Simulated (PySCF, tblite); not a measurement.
# GeH3Br: bond homolysis, part 2 of 2

tblite 0.8.0 and PySCF 2.14.0. Atoms count from 0. The steps go on from the part before.

## 11. Single point (GeH2Br radical): M06-2X/def2-TZVP

Geometry: PBE0-D3(BJ)/def2-SVP.

Job settings and geometry (Å):

```
{"job": {"kind": "sp", "xc": "M06-2X", "basis": "def2-TZVP", "grid": 3}, "charge": 0, "multiplicity": 2}
Ge    -0.172022     0.027870    -0.021283
Br     2.130438    -0.167211     0.044806
H     -0.701526    -0.362808     1.380474
H     -0.683459    -0.944930    -1.112368
```

Standard output:

```text
coarse grid: 19696 points
cycle   1  E = -4652.3630208960  dE = -1.697e+00  |g| = 3.199e-01  |ddm| = 1.329e+00
cycle   2  E = -4652.3713605869  dE = -8.340e-03  |g| = 3.210e-01  |ddm| = 4.836e-01
cycle   3  E = -4652.3954189830  dE = -2.406e-02  |g| = 3.053e-02  |ddm| = 1.848e-01
cycle   4  E = -4652.3957079496  dE = -2.890e-04  |g| = 8.944e-03  |ddm| = 3.127e-02
cycle   5  E = -4652.3957757299  dE = -6.778e-05  |g| = 2.489e-03  |ddm| = 2.105e-02
cycle   6  E = -4652.3957835454  dE = -7.815e-06  |g| = 1.125e-03  |ddm| = 7.205e-03
final grid: 60680 points
cycle   7  E = -4652.3962177977  dE = -3.045e-06  |g| = 1.131e-03  |ddm| = 4.268e-03
cycle   8  E = -4652.3962182558  dE = -4.581e-07  |g| = 1.007e-03  |ddm| = 1.941e-03
cycle   9  E = -4652.3962185845  dE = -3.287e-07  |g| = 1.576e-04  |ddm| = 7.463e-04
cycle  10  E = -4652.3962186451  dE = -6.060e-08  |g| = 9.522e-05  |ddm| = 5.534e-04
cycle  11  E = -4652.3962186546  dE = -9.489e-09  |g| = 2.504e-05  |ddm| = 2.417e-04
converged SCF energy = -4652.3962186546
```

Wall time 12 s (1 thread of Arm Neoverse N1, shared host).

## 12. Optimising the geometry with GFN2-xTB

This step treats GeH₃ radical, labelled `[GeH3]` (the label fixes atoms and charge, not where charge and spin sit).

Job settings and geometry (Å):

```
{"job": {"kind": "relax", "xc": "GFN2-xTB", "basis": "xTB"}, "charge": 0, "multiplicity": 2}
Ge    -0.166700     0.009300    -0.017100
H     -0.544400     1.474100    -0.393400
H     -0.685800    -0.368200     1.384700
H     -0.685900    -0.949000    -1.102400
```

Standard output:

```text
step      E/eV     max force
  0     -92.08564    1.190
  1     -92.11508    1.033
  2     -92.22154    0.405
  3     -92.22689    0.350
  4     -92.24094    0.226
  5     -92.24227    0.149
  6     -92.24330    0.061
  7     -92.24346    0.020
  8     -92.24349    0.014
  9     -92.24350    0.014
 10     -92.24352    0.012
 11     -92.24354    0.012
 12     -92.24355    0.006
```

Wall time 0.04 s (1 thread of Arm Neoverse N1, shared host).

The steps of the relaxation:

```tsv
step	energy from step 0 (eV)	largest force (eV/Å)
0	0.0000	1.1905
1	-0.0294	1.0331
2	-0.1359	0.4052
3	-0.1412	0.3496
4	-0.1553	0.2263
5	-0.1566	0.1493
6	-0.1577	0.0613
7	-0.1578	0.0197
8	-0.1578	0.0142
9	-0.1579	0.0142
10	-0.1579	0.0124
11	-0.1579	0.0121
12	-0.1579	0.0061
```

Close pairs (by a distance rule), those that changed most:

```tsv
bond	before (Å)	after (Å)	change (Å)
Ge0–H1	1.559	1.541	-0.018
Ge0–H3	1.538	1.541	+0.003
Ge0–H2	1.542	1.541	-0.001
```

The end geometry stands in the next job.

## 13. Harmonic vibrations with GFN2-xTB

Job settings and geometry (Å):

```
{"job": {"kind": "ir", "xc": "GFN2-xTB", "basis": "xTB"}, "charge": 0, "multiplicity": 2}
Ge    -0.020334     0.009582    -0.023752
H     -0.596261     1.398438    -0.360745
H     -0.734438    -0.338072     1.296549
H     -0.731752    -0.903771    -1.040306
```

Standard output:

```text
mode    cm-1     km/mol
  1     812.5    189.94
  2     812.6    189.94
  3     815.0    276.63
  4    1582.4    106.30
  5    1787.7    776.69
  6    1788.2    776.75
ZPE 45.449  H(298)-E 55.969  G(298)-E -12.602 kJ/mol  S 229.99 J/(mol K)
```

Wall time 0.13 s (1 thread of Arm Neoverse N1, shared host).

Which atoms move in the most intense modes:

```tsv
cm⁻¹	km/mol	atoms
812	189.9	H2 49 %, H3 39 %, H1 11 %
813	189.9	H1 55 %, H3 27 %, H2 17 %
815	276.6	H1 33 %, H3 32 %, H2 32 %
1582	106.3	H1 33 %, H2 33 %, H3 33 %
1788	776.7	H1 59 %, H2 37 %
1788	776.8	H3 63 %, H2 28 %
```

## 14. Relaxing the molecule at PBE0-D3(BJ)/def2-SVP

This step treats GeH₃ radical, labelled `[GeH3]` (the label fixes atoms and charge, not where charge and spin sit).

Job settings and geometry (Å):

```
{"job": {"xc": "PBE0", "basis": "def2-SVP", "d3": "d3bj", "grid": 1, "kind": "geom"}, "charge": 0, "multiplicity": 2}
Ge    -0.020334     0.009582    -0.023752
H     -0.596261     1.398438    -0.360745
H     -0.734438    -0.338072     1.296549
H     -0.731752    -0.903771    -1.040306
```

Standard output:

```text
step   0  E = -2078.21328013  max force = 0.019365
step   1  E = -2078.21835738  max force = 0.004634
step   2  E = -2078.21843320  max force = 0.002666
step   3  E = -2078.21848422  max force = 0.000593
step   4  E = -2078.21848276  max force = 0.001291
step   5  E = -2078.21848741  max force = 0.000262
optimisation converged
```

Run time: 8.2 s. Hardware: 1 thread of Arm Neoverse N1, shared host.

The steps of the relaxation:

```tsv
step	energy from step 0 (eV)	largest force component (eV/Å)
0	0.0000	0.9958
1	-0.1382	0.2383
2	-0.1402	0.1371
3	-0.1416	0.0305
4	-0.1416	0.0664
5	-0.1417	0.0135
```

Distances of close pairs at the start and the end, largest changes first:

```tsv
bond	before (Å)	after (Å)	change (Å)
Ge0–H3	1.541	1.542	+0.001
Ge0–H2	1.541	1.542	+0.001
Ge0–H1	1.541	1.542	+0.001
```

The next job starts from the end point, and lists it.

```tsv
at the end point	value
point group (found at 0.08 Å tolerance)	C3v
rotational constants (GHz, main isotopes)	129.6, 129.3, 77.561
dipole moment (D)	0.01
⟨S²⟩	0.752
```

## 15. Harmonic vibrations (GeH₃ radical): PBE0-D3(BJ)/def2-SVP

Job settings and geometry (Å):

```
{"job": {"xc": "PBE0", "basis": "def2-SVP", "d3": "d3bj", "grid": 2, "kind": "hessian"}, "charge": 0, "multiplicity": 2}
Ge    -0.167125     0.034755    -0.029905
H     -0.605257     1.469758    -0.384048
H     -0.656094    -0.365648     1.376706
H     -0.654848    -0.972682    -1.090747
```

Standard output:

```text
coarse grid: 14832 points
cycle   1  E = -2078.2076610835  dE = -7.679e-01  |g| = 2.168e-01  |ddm| = 1.259e+00
cycle   2  E = -2078.2088070024  dE = -1.146e-03  |g| = 2.235e-01  |ddm| = 2.401e-01
cycle   3  E = -2078.2184418126  dE = -9.635e-03  |g| = 5.926e-03  |ddm| = 1.200e-01
cycle   4  E = -2078.2184842300  dE = -4.242e-05  |g| = 1.413e-03  |ddm| = 1.506e-02
cycle   5  E = -2078.2184869052  dE = -2.675e-06  |g| = 5.237e-04  |ddm| = 3.231e-03
final grid: 29160 points
cycle   6  E = -2078.2184590445  dE = -3.885e-07  |g| = 3.369e-04  |ddm| = 1.332e-03
cycle   7  E = -2078.2184591219  dE = -7.734e-08  |g| = 3.076e-04  |ddm| = 7.038e-04
cycle   8  E = -2078.2184591556  dE = -3.373e-08  |g| = 6.755e-05  |ddm| = 2.638e-04
cycle   9  E = -2078.2184591622  dE = -6.656e-09  |g| = 2.846e-05  |ddm| = 1.788e-04
cycle  10  E = -2078.2184591636  dE = -1.405e-09  |g| = 1.345e-06  |ddm| = 9.833e-05
cycle  11  E = -2078.2184591636  dE =  4.547e-13  |g| = 2.497e-07  |ddm| = 8.127e-06
converged SCF energy = -2078.2184591636

mode    cm-1
  1     696.1
  2     858.6
  3     859.9
  4    2112.6
  5    2151.2
  6    2152.9
ZPE 52.823  H(298)-E 63.372  G(298)-E -5.195 kJ/mol  S 229.97 J/(mol K)
```

Wall time 21 s (1 thread of Arm Neoverse N1, shared host); peak memory 0.71 GiB.

Zero-point energy 52.82 kJ/mol (xTB gave 45.45).

## 16. Single point (GeH3 radical): M06-2X/def2-TZVP

Geometry: PBE0-D3(BJ)/def2-SVP.

Job settings and geometry (Å):

```
{"job": {"kind": "sp", "xc": "M06-2X", "basis": "def2-TZVP", "grid": 3}, "charge": 0, "multiplicity": 2}
Ge    -0.167125     0.034755    -0.029905
H     -0.605257     1.469758    -0.384048
H     -0.656094    -0.365648     1.376706
H     -0.654848    -0.972682    -1.090747
```

Standard output:

```text
coarse grid: 14832 points
cycle   1  E = -2078.7258327133  dE = -8.004e-01  |g| = 2.633e-01  |ddm| = 1.077e+00
cycle   2  E = -2078.7321778603  dE = -6.345e-03  |g| = 2.561e-01  |ddm| = 2.814e-01
cycle   3  E = -2078.7410276937  dE = -8.850e-03  |g| = 1.070e-02  |ddm| = 9.333e-02
cycle   4  E = -2078.7411934679  dE = -1.658e-04  |g| = 3.614e-03  |ddm| = 2.925e-02
cycle   5  E = -2078.7412070350  dE = -1.357e-05  |g| = 1.015e-03  |ddm| = 8.957e-03
cycle   6  E = -2078.7412084858  dE = -1.451e-06  |g| = 2.995e-04  |ddm| = 2.107e-03
final grid: 50064 points
cycle   7  E = -2078.7414415377  dE = -1.309e-06  |g| = 7.623e-04  |ddm| = 2.358e-03
cycle   8  E = -2078.7414416049  dE = -6.722e-08  |g| = 7.581e-04  |ddm| = 7.222e-04
cycle   9  E = -2078.7414416832  dE = -7.821e-08  |g| = 5.155e-05  |ddm| = 2.689e-04
cycle  10  E = -2078.7414416888  dE = -5.610e-09  |g| = 1.707e-05  |ddm| = 1.329e-04
converged SCF energy = -2078.7414416888
```

Wall time 4.2 s (1 thread of Arm Neoverse N1, shared host).

## 17. Bond homolysis: M06-2X/def2-TZVP

This step combines the energies above: geometries from PBE0-D3(BJ)/def2-SVP, zero-point and thermal terms from PBE0-D3(BJ)/def2-SVP.

Job settings and geometry (Å):

```
{"job": {"kind": "bd", "cap": 8, "geom": {"xc": "PBE0", "basis": "def2-SVP", "d3": "d3bj", "grid": 1}, "hess": 1, "level": {"xc": "M06-2X", "basis": "def2-TZVP", "grid": 3}}, "charge": 0, "multiplicity": 1}
Ge    -0.182933     0.015408    -0.011859
Br     2.122455    -0.147794     0.049464
H     -0.533697     1.465431    -0.370408
H     -0.703256    -0.360546     1.381475
H     -0.683367    -0.963662    -1.081753
```

Output (the driver's rows laid out field by field):

```text
homolysis bond by bond, M06-2X/def2-TZVP // PBE0-D3(BJ)/def2-SVP

row 1
  atoms                   0 2
  elements                Ge H
  length                  1.5343
  fragments               formula BrGeH2, charge 0, multiplicity 2, smiles [GeH2][Br], kept yes, pieces 1, point_group Cs, largest_spin Ge 0.846; formula H, charge 0, multiplicity 2, smiles [H], kept yes, pieces 1
  electronic              348.51
  zero_kelvin             324.16
  enthalpy                329.98
  free_energy             292.37

row 2
  atoms                   0 1
  elements                Ge Br
  length                  2.312
  fragments               formula GeH3, charge 0, multiplicity 2, smiles [GeH3], kept yes, pieces 1, point_group C3v, largest_spin Ge 0.986; formula Br, charge 0, multiplicity 2, smiles [Br], kept yes, pieces 1
  electronic              355.34
  zero_kelvin             344.7
  enthalpy                349.06
  free_energy             309.5
```

Run time: 3.8 min. Hardware: 1 thread of Arm Neoverse N1, shared host.

Some single points behind these values are not shown above.

Dissociation energies (kJ/mol, gas phase, 298 K for the thermal columns):

```tsv
bond	fragments	electronic	enthalpy	free energy
Ge0–H2	[GeH2][Br] + [H]	348.5	330.0	292.4
Ge0–Br1	[GeH3] + [Br]	355.3	349.1	309.5
```

## 18. What came out

What follows sums up all 2 parts.

| quantity | value |
| --- | --- |
| strongest single infrared mode (GFN2-xTB) | 756 cm⁻¹, 634 km/mol |
| zero-point energy (GFN2-xTB) | 14.0 kcal/mol |
| point group | C3v |
| rotational constants (main isotopes) | 77.98, 2.35, 2.35 GHz |
| bond enthalpy (ΔH), Ge0–H2 (M06-2X/def2-TZVP) | 330.0 kJ/mol |
| bond enthalpy (ΔH), Ge0–Br1 (M06-2X/def2-TZVP) | 349.1 kJ/mol |

**Reading.** No mode is imaginary among the 9: a minimum at this level. The strongest single mode, at 756 cm⁻¹, has its largest shares on H3, H2 and H4 (the list is cut at 3 atoms). Unscaled tight-binding wavenumbers are off by several per cent, some by more. Its intensities can rank the bands wrongly. Over 3 steps the energy fell by 0.059 eV; of the close pairs, Ge0–Br1 changed most, 2.258 to 2.312 Å (PBE0/def2-SVP). Steps that list no spin-orbit terms leave them out, which matters at and beside the heavy atoms. At M06-2X/def2-TZVP the bond enthalpy (ΔH) runs from 330.0 kJ/mol (Ge0–H2) to 349.1 kJ/mol (Ge0–Br1).
